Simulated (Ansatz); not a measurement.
# SiW: the cost of one run

Method: def2-SVP, all electrons in the functionals, frozen cores in the correlation of double hybrids and RPA; program: Ansatz 0.2.0, Gaussian basis.

To be run: wB97M-V, B2PLYP, RPA-PBE, at charge 0, quintet; charge 0, triplet; charge 0, septet; charge 1, quartet; charge 1, sextet.

17 further runs of the same task are left out: 3 for a known fault of the program, 7 that didn't finish, 7 set aside as unsound or not needed.

### 1 What is computed

The geometry is a PBE0/def2-TZVP stationary point (not a proven minimum). No spin-orbit coupling is included. Elements past krypton take def2 core potentials.

2 atoms, charge 0, spin multiplicity 5.

Atoms are counted from 1 here; the program's logs count them from 0.

Bond lengths: W1–Si2 2.328 Å.

Coordinates:

```csv
atom,x (Å),y (Å),z (Å)
W1,0.00000,0.00000,0.00000
Si2,0.00000,0.00000,2.32800
```

No dispersion term is added; wB97M-V holds VV10 nonlocal correlation.

The geometry shown and the zero of energy belong to the point charge 0, quintet. The yardstick, UCCSD(T), and other wave-function levels (R restricted, U unrestricted, valence and pair active spaces) come from earlier runs.

### 2 wB97M-V, charge 0, quintet

The input, in.yaml:

```yaml
crystal:
  periodic: [false, false, false]
  atoms:
    - {symbol: W, position_ang: [0.000000, 0.000000, 0.000000]}
    - {symbol: Si, position_ang: [0.000000, 0.000000, 2.328000]}
basis:
  gaussian: {orbitals: def2-SVP}
magnetization: {spin_polarized: true, initial_magnetization: 4}
hamiltonian: {xc: {name: wB97M-V}}
output: {orbitals: {seedname: orbitals}}
```

Run with:

```console
> ansatz run in.yaml --threads 1 --pin off --events-out ev --progress --plain --max-ram 2393MiB
```

What time and memory should one allow on 1 thread of Intel Xeon at 2.50GHz, shared host?

About 23 s, with a peak of 0.27 GiB.
